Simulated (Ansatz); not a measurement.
# CH₈NSi₂ radical: one species, many methods

Aim: compute CH₈NSi₂ radical with functionals from several rungs and with coupled cluster, and see how far each lands from CCSD(T) at the basis-set limit for the atomisation energy.

Program: Ansatz 0.2.0, Gaussian basis. Level of theory: functionals in def2-TZVPP, the program's frozen cores in correlated methods. These are calculated values, not measurements.

Plan: LDA (SPW92), PBE-D4, revPBE-D4, BLYP-D4, r2SCAN-D4, B97M-V, PBE0-D4, B3LYP-D4, r2SCANh-D4, r2SCAN0-D4, HSE06-D4, BHLYP-D4, CAM-B3LYP-D4, LC-ωPBE, ωB97X-V, ωB97M-V, B2PLYP, PBE-QIDH; CCSD(T)/def2-SVP; CCSD(T)/def2-TZVPP; MP2/def2-QZVPP; extrapolation to the limit; RPA on PBE.

### Step 1. The geometry

All runs share one geometry, relaxed beforehand with PBE0-D4 in a triple-zeta def2 set.

SMILES `CN([SiH2])[SiH3]`, 12 atoms, charge 0, spin multiplicity 2.

Atoms are counted from 1 here; the program's logs count them from 0.

Bond lengths: C1–N2 1.460 Å, C1–H5 1.096 Å, C1–H6 1.093 Å, C1–H7 1.095 Å, N2–Si3 1.729 Å, N2–Si4 1.733 Å, Si3–H8 1.496 Å, Si3–H9 1.491 Å, Si4–H10 1.490 Å, Si4–H11 1.489 Å, Si4–H12 1.482 Å. Angles: N2–C1–H5 112.2°, N2–C1–H6 110.7°, N2–C1–H7 110.6°, H5–C1–H6 107.9°, H5–C1–H7 107.9°, H6–C1–H7 107.3°, C1–N2–Si3 118.6°, C1–N2–Si4 116.4°, Si3–N2–Si4 124.3°, N2–Si3–H8 107.8°, N2–Si3–H9 108.0°, H8–Si3–H9 110.9°, N2–Si4–H10 111.3°, N2–Si4–H11 109.5°, N2–Si4–H12 108.4°, H10–Si4–H11 107.4°, H10–Si4–H12 109.8°, H11–Si4–H12 110.5°.

As a file:

```xyz
12
charge 0, multiplicity 2
C    -0.5235    1.3395   -0.2236
N    -0.1112   -0.0101    0.1509
Si   -0.7112   -0.6787    1.6285
Si    0.7590   -0.9102   -1.0472
H    -1.3386    1.3351   -0.9559
H    -0.8628    1.8967    0.6533
H     0.3161    1.8934   -0.6569
H    -0.6638    0.3954    2.6689
H     0.1670   -1.8230    2.0061
H    -0.0357   -1.0532   -2.2993
H     2.0143   -0.1898   -1.3974
H     1.0673   -2.2503   -0.4934
```

### Step 2. LDA

This LDA is Slater exchange with PW92 correlation.

Input file in.yaml:

```yaml
crystal:
  periodic: [false, false, false]
  atoms:
    - {symbol: C, position_ang: [-0.523508, 1.339547, -0.223633]}
    - {symbol: N, position_ang: [-0.111169, -0.010123, 0.150861]}
    - {symbol: Si, position_ang: [-0.711208, -0.678672, 1.628478]}
    - {symbol: Si, position_ang: [0.758997, -0.910226, -1.047155]}
    - {symbol: H, position_ang: [-1.338591, 1.335124, -0.955859]}
    - {symbol: H, position_ang: [-0.862757, 1.896745, 0.653339]}
    - {symbol: H, position_ang: [0.316107, 1.893357, -0.656863]}
    - {symbol: H, position_ang: [-0.663762, 0.395424, 2.668913]}
    - {symbol: H, position_ang: [0.167015, -1.823020, 2.006059]}
    - {symbol: H, position_ang: [-0.035737, -1.053233, -2.299324]}
    - {symbol: H, position_ang: [2.014291, -0.189801, -1.397375]}
    - {symbol: H, position_ang: [1.067324, -2.250322, -0.493440]}
basis:
  gaussian: {orbitals: def2-TZVPP}
magnetization: {spin_polarized: true, initial_magnetization: 1}
hamiltonian: {xc: lda}
output: {orbitals: {seedname: orbitals}}
```

After this run come: PBE-D4 (GGA); revPBE-D4 (GGA); BLYP-D4 (GGA); r2SCAN-D4 (meta-GGA); B97M-V (meta-GGA); PBE0-D4 (hybrid); B3LYP-D4 (hybrid); r2SCANh-D4 (hybrid); r2SCAN0-D4 (hybrid); HSE06-D4 (hybrid); BHLYP-D4 (hybrid); CAM-B3LYP-D4 (range-separated); LC-ωPBE-D4 (range-separated); ωB97X-V (range-separated); ωB97M-V (range-separated); B2PLYP (double hybrid); PBE-QIDH (double hybrid); CCSD(T) in def2-SVP; CCSD(T) in def2-TZVPP; MP2 in def2-QZVPP; RPA on PBE orbitals.

Q: Predict the results of all the runs planned. Wanted: atomisation energy, CCSD(T)/CBS; farthest beyond LDA; mean size of error, GGA; mean size of error, meta-GGA; mean size of error, hybrid; mean size of error, range-separated; mean size of error, double hybrid; gap, smallest and largest; T1 diagnostic.

The runs gave:

| quantity | value |
| --- | --- |
| atomisation energy, CCSD(T)/CBS | 40.396 eV |
| functionals within 0.202 eV (0.5 %) | PBE-D4, BLYP-D4, r2SCAN-D4, B97M-V, r2SCANh-D4, HSE06-D4, ωB97M-V |
| farthest beyond LDA | BHLYP-D4 (-0.542 eV) |
| mean size of error, GGA | 0.239 eV |
| mean size of error, meta-GGA | 0.055 eV |
| mean size of error, hybrid | 0.280 eV |
| mean size of error, range-separated | 0.259 eV |
| mean size of error, double hybrid | 0.456 eV |
| gap, smallest and largest | 1.04 eV (LDA (SPW92)), 8.40 eV (LC-ωPBE) |
| T1 diagnostic | 0.0146 |
| triples share of the correlation energy | 3.6 % |

The LDA atomisation energy is off by 4.896 eV (12 %): it overbinds. PBE-D4 misses by +0.163 eV. Double hybrids carry the basis error of their MP2 part in triple zeta, and no dispersion term here, so their miss is partly the set-up's. By mean error the best rung here is meta-GGA (0.055 eV) and the worst beyond LDA is double hybrid (0.456 eV). Misses under about 0.202 eV are within the doubt on the reference itself, which lacks core-valence correlation, relativity and higher excitations. Hartree-Fock recovers 74 % of the binding; the rest is correlation. CCSD(T) in def2-SVP is off by -2.618 eV, more than most functionals: a good method in a small basis is no reference. Orbital gaps span 1.0 to 8.4 eV; exact exchange widens them.
